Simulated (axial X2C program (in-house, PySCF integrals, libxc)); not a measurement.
**MoAs: properties at the nuclei**

Wanted for MoAs: properties at the nuclei, at the two-component level.

Computed with an in-house X2C program for linear molecules on PySCF integrals. Level: two-component X2C with atomic mean-field terms, Mo dyall-cv3z, As dyall-cv3z.

All values are calculated.

## Step 1: Set-up

File task.json:

```json
{
 "zs": [
  42,
  33
 ],
 "q": 0,
 "bas": [
  "dyall-cv3z",
  "dyall-cv3z"
 ],
 "r0": 2.59,
 "levels": [
  "PBE0",
  "HF",
  "BHandHLYP",
  "PBE50",
  "r2SCAN"
 ],
 "nst": 3
}
```

Keys: zs atomic numbers; q charge; bas basis sets; r0 starting distance in Å; levels methods (HF also brings MP2); nst determinants followed.

Run with:

```sh
$ python soeom.py task.json out
```

Nuclei are Gaussian, cores are contracted, and the Gaunt term is on.

## Step 2: Expectation values, lowest determinant

R = 2.287 Å. State: Ω = 3/2 (excess of +ω over −ω: ω = 1/2, ω = -3/2, ω = 5/2).

Output of the PBE0 run:

```text
two-component X2C + atomic mean field  PBE0
basis functions 257  fitting functions 1271  grid points 5798
iter        total energy     max residual
   1      -6306.349418593     6.29e-06
   2      -6306.349418588     1.45e-05
   3      -6306.349418595     4.51e-06
   4      -6306.349418596     9.03e-07
converged
one-electron -9366.63818662  Coulomb 2950.87799655  exact exchange -51.28765278  xc functional -157.29736383  nuclear repulsion 320.69943784  atomic mean-field constant -2.70364975
```

The highest occupied spinor is 57% Mo s, 25% As p, 14% Mo d.

| level | Eeff magnitude (GV/cm) | Ws magnitude Mo (kHz) | A∥/gI Mo (MHz) | qzz Mo (a.u.) | A∥/gI As (MHz) | qzz As (a.u.) | μ (D) |
| --- | --- | --- | --- | --- | --- | --- | --- |
| PBE0 | 0.525 | 0.332 | 824 | -0.02 | 167 | -2.83 | -3.39 |
| HF | 0.326 | 0.3 | 540 | -0.52 | 125 | -3.58 | -3.91 |
| BHandHLYP | 0.323 | 0.261 | 732 | -0.08 | 133 | -3.18 | -3.76 |
| PBE50 | 0.00581 | 0.227 | 745 | -0.19 | 168 | -3.27 | -3.87 |
| r2SCAN | 0.773 | 0.436 | 923 | -0.01 | 170 | -2.68 | -3.37 |

Eeff is the effective electric field on the electron dipole moment in this Ω state and Ws the scalar–pseudoscalar constant (defined with the proton number Z and per Ω); A∥ is the parallel hyperfine constant, which follows by multiplying with the nuclear g factor gI = μI/(I μN); qzz is the electric field gradient, eQq0 = 234.96 MHz × Q/barn × qzz; μ is positive if As is the positive end. The operators were transformed with the bare-nucleus X2C matrices.

## Step 3: Expectation values, a higher determinant

R = 2.287 Å. State: Ω = 1/2 (excess of +ω over −ω: ω = -1/2, ω = -3/2, ω = 5/2), 1.37 eV above the lowest in the PBE0 search for states (made at or near this distance, with looser thresholds).

Output of the PBE0 run:

```text
two-component X2C + atomic mean field  PBE0
basis functions 257  fitting functions 1271  grid points 5798
iter        total energy     max residual
   1      -6306.299155975     1.10e-05
   2      -6306.299156003     7.42e-06
   3      -6306.299156012     6.64e-06
   4      -6306.299156019     6.67e-06
   5      -6306.299156029     2.18e-06
   6      -6306.299156031     8.54e-07
converged
one-electron -9366.33032862  Coulomb 2950.55113130  exact exchange -51.26430837  xc functional -157.25143843  nuclear repulsion 320.69943784  atomic mean-field constant -2.70364975
```

The highest occupied spinor is 53% Mo s, 36% Mo d, 8% As p.

| level | Eeff magnitude (GV/cm) | Ws magnitude Mo (kHz) | A∥/gI Mo (MHz) | qzz Mo (a.u.) | A∥/gI As (MHz) | qzz As (a.u.) | μ (D) |
| --- | --- | --- | --- | --- | --- | --- | --- |
| PBE0 | 0.133 | 0.197 | -4100 | 0.12 | 388 | -2.84 | -3.23 |
| HF | 3.42 | 2.09 | -4680 | -0.04 | 232 | -4.44 | -1.94 |
| BHandHLYP | 0.779 | 0.422 | -4110 | 0.19 | 353 | -3.37 | -3.39 |
| PBE50 | 0.454 | 0.017 | -3980 | 0.12 | 462 | -3.50 | -3.65 |
| r2SCAN | 0.565 | 0.127 | -4270 | 0.15 | 342 | -2.63 | -2.97 |

## Step 4: Expectation values, a higher determinant

R = 2.287 Å. State: Ω = 5/2 (excess of +ω over −ω: ω = 5/2), 1.40 eV above the lowest in the PBE0 search for states (made at or near this distance, with looser thresholds).

Output of the PBE0 run:

```text
two-component X2C + atomic mean field  PBE0
basis functions 257  fitting functions 1271  grid points 5798
iter        total energy     max residual
   1      -6306.297868481     1.04e-05
   2      -6306.297868491     7.38e-06
   3      -6306.297868493     6.51e-06
   4      -6306.297868496     5.27e-06
   5      -6306.297868499     2.43e-06
   6      -6306.297868500     1.01e-06
converged
one-electron -9366.06493193  Coulomb 2950.34411256  exact exchange -51.28750155  xc functional -157.28533565  nuclear repulsion 320.69943784  atomic mean-field constant -2.70364975
```

The highest occupied spinor is 47% As p, 29% Mo d, 17% Mo p.

| level | Eeff magnitude (GV/cm) | Ws magnitude Mo (kHz) | A∥/gI Mo (MHz) | qzz Mo (a.u.) | A∥/gI As (MHz) | qzz As (a.u.) | μ (D) |
| --- | --- | --- | --- | --- | --- | --- | --- |
| PBE0 | 0.131 | 0.123 | 381 | 0.16 | 7.15 | -3.25 | -3.29 |
| HF | 0.921 | 0.0568 | 195 | -0.32 | -23.3 | -4.61 | -4.18 |
| BHandHLYP | 0.116 | 0.132 | 323 | 0.09 | 2.69 | -3.56 | -3.77 |
| PBE50 | 0.306 | 0.0705 | 324 | 0.04 | 1.34 | -3.67 | -3.91 |
| r2SCAN | 0.602 | 0.206 | 446 | 0.19 | 19.6 | -3.11 | -3.00 |

## Step 5: Results

```
                                        quantity                                                        value
                              lowest determinant   Ω = 3/2 (excess of +ω over −ω: ω = 1/2, ω = -3/2, ω = 5/2)
                    Eeff magnitude (GV/cm), PBE0                                                        0.525
                     Ws magnitude Mo (kHz), PBE0                                                        0.332
                            A∥/gI Mo (MHz), PBE0                                                          824
                             qzz Mo (a.u.), PBE0                                                        -0.02
                              higher determinant  Ω = 1/2 (excess of +ω over −ω: ω = -1/2, ω = -3/2, ω = 5/2)
Eeff magnitude (GV/cm), PBE0, higher determinant                                                        0.133
 Ws magnitude Mo (kHz), PBE0, higher determinant                                                        0.197
        A∥/gI Mo (MHz), PBE0, higher determinant                                                        -4100
         qzz Mo (a.u.), PBE0, higher determinant                                                         0.12
                              higher determinant                      Ω = 5/2 (excess of +ω over −ω: ω = 5/2)
Eeff magnitude (GV/cm), PBE0, higher determinant                                                        0.131
 Ws magnitude Mo (kHz), PBE0, higher determinant                                                        0.123
        A∥/gI Mo (MHz), PBE0, higher determinant                                                          381
         qzz Mo (a.u.), PBE0, higher determinant                                                         0.16
```

In the first state, the effective field runs from 0.00581 to 0.773 GV/cm over the mean-field levels, so the levels don't agree on it. The expectation values come from single determinants, which for open shells can mix terms of unlike spin or miss the lowest Ω, so a determinant need not be a state. Eeff is the effective electric field on the electron dipole moment in this Ω state and Ws the scalar–pseudoscalar constant (defined with the proton number Z and per Ω); A∥ is the parallel hyperfine constant, which follows by multiplying with the nuclear g factor gI = μI/(I μN); qzz is the electric field gradient, eQq0 = 234.96 MHz × Q/barn × qzz; μ is positive if As is the positive end. The operators were transformed with the bare-nucleus X2C matrices.
